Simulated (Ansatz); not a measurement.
# C2H8OSn: one species, many methods

One table from this session's results is given with a row withheld; the runs are named, their logs left out.

Method: functionals in def2-TZVPP, the program's frozen cores in correlated methods; program: Ansatz 0.2.0, Gaussian basis.

Plan: LDA (SPW92), PBE-D4, revPBE-D4, BLYP-D4, r2SCAN-D4, B97M-V, PBE0-D4, B3LYP-D4, r2SCANh-D4, r2SCAN0-D4, HSE06-D4, BHLYP-D4, CAM-B3LYP-D4, LC-ωPBE, ωB97X-V, ωB97M-V, B2PLYP, PBE-QIDH; CCSD(T)/def2-SVP; CCSD(T)/def2-TZVPP; MP2/def2-QZVPP; extrapolation to the limit; RPA on PBE.

1 further run of the same task is left out (for a known fault of the program).

## The geometry

All runs share one geometry, relaxed beforehand with PBE0-D4 in a triple-zeta def2 set. Sn takes the def2 core potential; no spin-orbit term is included.

SMILES `CC[O][SnH3]`, 12 atoms, charge 0, spin multiplicity 1.

Atoms are counted from 1 here; the program's logs count them from 0.

Bond lengths: C1–C2 1.511 Å, C1–H5 1.092 Å, C1–H6 1.093 Å, C1–H7 1.092 Å, C2–O3 1.408 Å, C2–H8 1.102 Å, C2–H9 1.102 Å, O3–Sn4 1.967 Å, Sn4–H10 1.709 Å, Sn4–H11 1.698 Å, Sn4–H12 1.709 Å. Angles: C2–C1–H5 110.3°, C2–C1–H6 110.7°, C2–C1–H7 110.3°, H5–C1–H6 108.6°, H5–C1–H7 108.2°, H6–C1–H7 108.6°, C1–C2–O3 109.1°, C1–C2–H8 109.5°, C1–C2–H9 109.5°, O3–C2–H8 111.0°, O3–C2–H9 111.0°, H8–C2–H9 106.7°, C2–O3–Sn4 118.9°, O3–Sn4–H10 107.5°, O3–Sn4–H11 103.9°, O3–Sn4–H12 107.5°, H10–Sn4–H11 113.3°, H10–Sn4–H12 110.9° and more.

Geometry (Å):

```xyz
12
charge 0, multiplicity 1
C    -1.2095    1.5700    0.3452
C    -0.1252    0.5274    0.4838
O    -0.1719   -0.3352   -0.6283
Sn    1.1264   -1.8084   -0.7454
H    -2.1904    1.0928    0.2950
H    -1.1981    2.2549    1.1973
H    -1.0643    2.1491   -0.5691
H    -0.2695   -0.0306    1.4229
H     0.8554    1.0245    0.5577
H     2.6888   -1.1154   -0.7654
H     0.7220   -2.5933   -2.1964
H     0.9131   -2.7913    0.6367
```

Set-up of the first run:

Input file in.yaml:

```yaml
crystal:
  periodic: [false, false, false]
  atoms:
    - {symbol: C, position_ang: [-1.209525, 1.570029, 0.345170]}
    - {symbol: C, position_ang: [-0.125243, 0.527413, 0.483751]}
    - {symbol: O, position_ang: [-0.171860, -0.335247, -0.628259]}
    - {symbol: Sn, position_ang: [1.126405, -1.808381, -0.745430]}
    - {symbol: H, position_ang: [-2.190358, 1.092792, 0.295023]}
    - {symbol: H, position_ang: [-1.198128, 2.254894, 1.197263]}
    - {symbol: H, position_ang: [-1.064334, 2.149142, -0.569078]}
    - {symbol: H, position_ang: [-0.269498, -0.030555, 1.422901]}
    - {symbol: H, position_ang: [0.855371, 1.024525, 0.557729]}
    - {symbol: H, position_ang: [2.688791, -1.115352, -0.765411]}
    - {symbol: H, position_ang: [0.722034, -2.593306, -2.196374]}
    - {symbol: H, position_ang: [0.913145, -2.791256, 0.636714]}
basis:
  gaussian: {orbitals: def2-TZVPP}
hamiltonian: {xc: lda}
output: {orbitals: {seedname: orbitals}}
```

The run is started by

```sh
$ ansatz run in.yaml --threads 4 --pin off --events-out ev --progress --plain --max-ram 10444MiB
```

Steps of the session up to this table: LDA; PBE-D4 (GGA); revPBE-D4 (GGA); BLYP-D4 (GGA); r2SCAN-D4 (meta-GGA); B97M-V (meta-GGA); PBE0-D4 (hybrid); B3LYP-D4 (hybrid); r2SCANh-D4 (hybrid); r2SCAN0-D4 (hybrid); HSE06-D4 (hybrid); BHLYP-D4 (hybrid); CAM-B3LYP-D4 (range-separated); LC-ωPBE (range-separated); ωB97X-V (range-separated); ωB97M-V (range-separated); B2PLYP (double hybrid); PBE-QIDH (double hybrid).

One table of the session follows, with a row left open; its other results are not shown here.

It belongs to the step «Frontier levels by functional». 

```
  functional  HOMO (eV)  gap (eV)
 LDA (SPW92)      -6.02      4.64
      PBE-D4      -5.91      4.78
   revPBE-D4      -5.86      4.84
     BLYP-D4      -5.84      4.78
   r2SCAN-D4      -6.22      5.47
      B97M-V      -6.41      5.39
     PBE0-D4      -7.44      7.09
    B3LYP-D4          ?         ?
  r2SCANh-D4      -6.79      6.31
  r2SCAN0-D4      -7.66      7.56
    HSE06-D4      -7.03      6.33
    BHLYP-D4      -8.94      9.29
CAM-B3LYP-D4      -8.88      9.37
     LC-ωPBE     -10.19     11.79
     ωB97X-V      -9.90     11.36
     ωB97M-V      -9.83     10.93
```

Q: Estimate the row for B3LYP-D4 from the others.

Worked estimate for «HOMO (eV)». Against the share of exact exchange, BLYP-D4 (0, -5.84), BHLYP-D4 (0.5, -8.94) give a slope of -6.20 per unit share; at 0.2 the line stands at -7.08.

The run gave: HOMO (eV): -7.22; gap (eV): 6.62. In «HOMO (eV)» the line misses by +0.14.
